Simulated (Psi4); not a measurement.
# C2H3ClSi (SMILES ClC1=C[SiH2]1) at wB97X-V/def2-SVP

What is the energy change on altering one bond length of C2H3ClSi at wB97X-V/def2-SVP? 

Program for the calculation: Psi4 1.11.

2 further runs of the same task are left out: 1 that didn't finish, 1 set aside as unsound or not needed.

## (1) The system as given

The species is C2H3ClSi (7 atoms), meant as a singlet with charge 0. As SMILES, `ClC1=C[SiH2]1`. The coordinates come from a PBE0-D4/def2-TZVP relaxation.

Bond lengths: Cl1–C2 1.700 Å, C2–C3 1.327 Å, C2–Si4 1.804 Å, C3–Si4 1.819 Å, C3–H5 1.082 Å, Si4–H6 1.482 Å, Si4–H7 1.482 Å. Some angles: Cl1–C2–C3 135.8°, Cl1–C2–Si4 155.1°, C3–C2–Si4 69.2°, C2–C3–Si4 67.9°, C2–Si4–C3 43.0°, C2–C3–H5 137.0°, Si4–C3–H5 155.1°, C2–Si4–H6 121.6°, C2–Si4–H7 121.6°, C3–Si4–H6 121.6°.

## (2) A single-point energy at wB97X-V/def2-SVP

c2h3clsi.dat

```
memory 2.2 GB

molecule m {
  0 1
  Cl
  C 1 1.700178
  C 2 1.326522 1 135.75685
  Si 2 1.803695 3 69.15107 1 -179.99348
  H 3 1.081908 2 137.03582 1 -0.01735
  H 4 1.482168 2 121.61847 3 -104.00628
  H 4 1.482195 6 111.42705 2 154.5628
  symmetry c1
  no_reorient
  no_com
}

set globals {
  puream               true
  e_convergence        1e-09
  d_convergence        1e-08
  scf_type             pk
  dft_radial_points    99
  dft_spherical_points 590
}

energy("wb97x-v/def2-SVP")
```

Started as:

```sh
$ psi4 -n 1 c2h3clsi.dat c2h3clsi.out
```

c2h3clsi.out:

```text
[...]
  Running in c1 symmetry.
[...]
  Nuclear repulsion =  179.922319628829285
[...]
  Multiplicity = 1
[...]
  Nalpha       = 23
  Nbeta        = 23
[...]
    Number of basis functions: 79
[...]
   @RKS iter   1:  -827.09611471144831   -1.76740e-01   5.38458e-03 DIIS/ADIIS
[...]
   @RKS iter  12:  -827.19707748811300   -6.02540e-12   5.32172e-09 DIIS
[...]
    Orbital Energies [Eh]
    ---------------------
    Doubly Occupied:
       1A   -101.502025     2A    -66.149085     3A    -10.341288
       4A    -10.300205     5A     -9.567075     6A     -7.329493
       7A     -7.319181     8A     -7.318107     9A     -5.410314
      10A     -3.764573    11A     -3.764017    12A     -3.762369
      13A     -1.009914    14A     -0.916489    15A     -0.668631
      16A     -0.636160    17A     -0.581078    18A     -0.507179
      19A     -0.494823    20A     -0.455394    21A     -0.406465
      22A     -0.368771    23A     -0.368615
[...]
  @RKS Final Energy:  -827.19707748811300
   => Energetics <=
    Nuclear Repulsion Energy =            179.9223196288292854
    One-Electron Energy =               -1497.7417591588430241
    Two-Electron Energy =                 535.6052750773433218
    DFT Exchange-Correlation Energy =     -45.1696632793350616
    Empirical Dispersion Energy =           0.0000000000000000
    VV10 Nonlocal Energy =                  0.1867502438926129
    Total Energy =                       -827.1970774881129955
[...]
 Multipole Moments:
 ------------------------------------------------------------------------------------
     Multipole            Electronic (a.u.)      Nuclear  (a.u.)        Total (a.u.)
 ------------------------------------------------------------------------------------
 L = 1.  Multiply by 2.5417464519 to convert [e a0] to [Debye]
 Dipole X            :         -0.0002204            0.0002061           -0.0000143
 Dipole Y            :         -0.5068544            0.4612308           -0.0456236
 Dipole Z            :         -6.1135947            6.6119646            0.4983698
 Magnitude           :                                                    0.5004538
[...]
```

It took 2.6 min on 1 thread of Intel Xeon Platinum 8259CL at 2.50GHz (Skylake/Cascade Lake), shared host; peak memory 1.1 GiB.

## (3) The distorted shape, same level

input.in

```
memory 2.2 GB

molecule {
  0 1
  Cl    -1.881732    -2.018271     0.004396
  C     -1.070532    -0.544871    -0.243904
  C      0.124268    -0.054971     0.059596
  Si    -0.898432     1.146629    -0.846004
  H      1.727500    -0.673800     0.975600
  H     -1.550332     2.286329    -0.158304
  H     -0.664732     1.441229    -2.279704
  units angstrom
  symmetry c1
  no_reorient
  no_com
}

set reference rks
set puream true
set e_convergence 1e-09
set d_convergence 1e-08
set scf_type pk
set dft_radial_points 99
set dft_spherical_points 590

e, wfn = energy('wb97x-v/def2-SVP', return_wfn=True)
print_variables()
```

Started as:

```sh
$ psi4 -i input.in -o input.out -n 1
```

input.out:

```text
[...]
  Running in c1 symmetry.
[...]
  Nuclear repulsion =  177.189739206301880
[...]
  Multiplicity = 1
[...]
  Nalpha       = 23
  Nbeta        = 23
[...]
    Number of basis functions: 79
[...]
   @RKS iter   1:  -826.92618178214195   -2.67814e-01   5.71820e-03 DIIS/ADIIS
[...]
   @RKS iter  12:  -827.06203965815723   -5.91172e-12   4.78776e-09 DIIS
[...]
    Orbital Energies [Eh]
    ---------------------
    Doubly Occupied:
       1A   -101.509016     2A    -66.164325     3A    -10.349788
       4A    -10.341974     5A     -9.573940     6A     -7.336586
       7A     -7.325834     8A     -7.324951     9A     -5.425227
      10A     -3.780111    11A     -3.778648    12A     -3.776902
      13A     -1.016714    14A     -0.922970    15A     -0.648474
      16A     -0.619025    17A     -0.530184    18A     -0.514586
      19A     -0.476016    20A     -0.462859    21A     -0.408952
      22A     -0.373623    23A     -0.353302
[...]
  @RKS Final Energy:  -827.06203965815723
   => Energetics <=
    Nuclear Repulsion Energy =            177.1897392063018799
    One-Electron Energy =               -1491.9413449021535598
    Two-Electron Energy =                 532.5439926632510605
    DFT Exchange-Correlation Energy =     -45.0410876141989789
    Empirical Dispersion Energy =           0.0000000000000000
    VV10 Nonlocal Energy =                  0.1866609886422953
    Total Energy =                       -827.0620396581572322
[...]
 Multipole Moments:
 ------------------------------------------------------------------------------------
     Multipole            Electronic (a.u.)      Nuclear  (a.u.)        Total (a.u.)
 ------------------------------------------------------------------------------------
 L = 1.  Multiply by 2.5417464519 to convert [e a0] to [Debye]
 Dipole X            :         95.8023642          -95.8707952           -0.0684311
 Dipole Y            :         36.0470092          -35.5326999            0.5143093
 Dipole Z            :         26.8606668          -27.0940995           -0.2334327
 Magnitude           :                                                    0.5689356
[...]
```

Wall time 2.6 min (1 thread of Intel Xeon Platinum 8259CL at 2.50GHz (Skylake/Cascade Lake), shared host); peak memory 1 GiB.

## (4) What came out

At wB97X-V/def2-SVP:

```
                                                         quantity          value
                                        first shape: total energy  -827.19708 Eh
                                       first shape: dipole moment         1.27 D
                                         first shape: HOMO energy      -10.03 eV
                                         first shape: LUMO energy        2.06 eV
                                       first shape: HOMO–LUMO gap       12.09 eV
                                    distorted shape: total energy  -827.06204 Eh
                                   distorted shape: dipole moment         1.45 D
                                     distorted shape: HOMO energy       -9.61 eV
                                     distorted shape: LUMO energy       -0.41 eV
                                   distorted shape: HOMO–LUMO gap        9.20 eV
energy change with the C3–H5 bond stretched from 1.082 to 1.947 Å       3.675 eV
```

What this shows: With the C3–H5 bond stretched from 1.082 to 1.947 Å the energy rises by 3.67 eV (355 kJ/mol). The first shape isn't relaxed at this level, so the change isn't measured from a minimum. A restricted reference can't describe the breaking bond well at this length.
